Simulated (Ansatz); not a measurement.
**TiRh: relaxation and properties**

An exercise on one series of results from a longer session: the logs are not shown, and one member is left open.

Method: DFT r2SCAN, scalar-relativistic, plane waves, PAW, in Ansatz 0.2.0.

## The system as given

The structure is tetragonal, space group P4/mmm (No. 123). The conventional cell has a = 2.988 Å, b = 2.988 Å, c = 3.350 Å, α = 90.00°, β = 90.00°, γ = 90.00°. Ti (site symmetry 4/mmm) has 8 Rh at 2.70 Å and 4 Ti at 2.99 Å as nearest neighbours. Around Rh (site symmetry 4/mmm) lie 8 Ti at 2.70 Å and 4 Rh at 2.99 Å.

Coordinates:

```
CELL_PARAMETERS angstrom
2.98800 0.00000 0.00000
0.00000 2.98800 0.00000
0.00000 0.00000 3.35000
ATOMIC_POSITIONS crystal
Ti 0.50000 0.50000 0.50000
Rh 0.00000 0.00000 0.00000
```

The structure comes from the Crystallography Open Database.

Set-up of the first run:

(A quick probe on a coarse mesh, which set the mesh and smearing, is not shown.)

The input, input.yaml:

```yaml
crystal:
  lattice:
    - [2.988, 0.0, 0.0]
    - [0.0, 2.988, 0.0]
    - [0.0, 0.0, 3.35]
  atoms:
    - { symbol: Ti, position: [0.5, 0.5, 0.5] }
    - { symbol: Rh, position: [0.0, 0.0, 0.0] }
basis:
  ecutwfc: 500
kpoints:
  mp_grid: { grid: [14, 14, 12] }
hamiltonian:
  xc: r2scan
scf:
  occupations: { method: gaussian, width: 0.1 }
output:
  forces: true
  stress: true
  eigenvalues: true
relax:
  adjacent_minimum: "off"
  f_tol: 0.005
  max_steps: 80
  cell: { stress_tol: 0.05 }
```

Launch:

```bash
> ansatz run input.yaml --threads 1 --pin off --max-ram 2560MiB --backend cpu --events-out ev --progress --plain --runs-dir out
```

Among the steps run: Full relaxation; Electronic structure at the relaxed geometry; Point at V/V0 = 0.97; Volume × 1.03; Volume × 0.94; The cell scaled to 1.06 of its volume.

One table of the session follows, with a row left open; its other results are not shown here.

It belongs to the step «Equation of state». 

```
volume (Å³/atom)  energy above the lowest point (meV/atom)  pressure (GPa)
          13.832                                      37.4           14.49
          14.274                                       8.8            6.66
          14.715                                       0.0            0.00
          15.157                                         ?               ?
          15.598                                      30.8          -10.51
```

**Question.** Estimate the row for volume (Å³/atom) = 15.157.

Worked estimate for «energy above the lowest point (meV/atom)». A straight line through the neighbours (14.715, 0.0) and (15.598, 30.8) gives 0.0 + (30.8 − 0.0) × (15.157 − 14.715) / (15.598 − 14.715) = 15.4; a parabola fitted to 3 rows on both sides gives 7.3.

As computed: energy above the lowest point (meV/atom): 8.2; pressure (GPa): -5.68. In «energy above the lowest point (meV/atom)» the line misses by +7.2 and the parabola by -0.9.
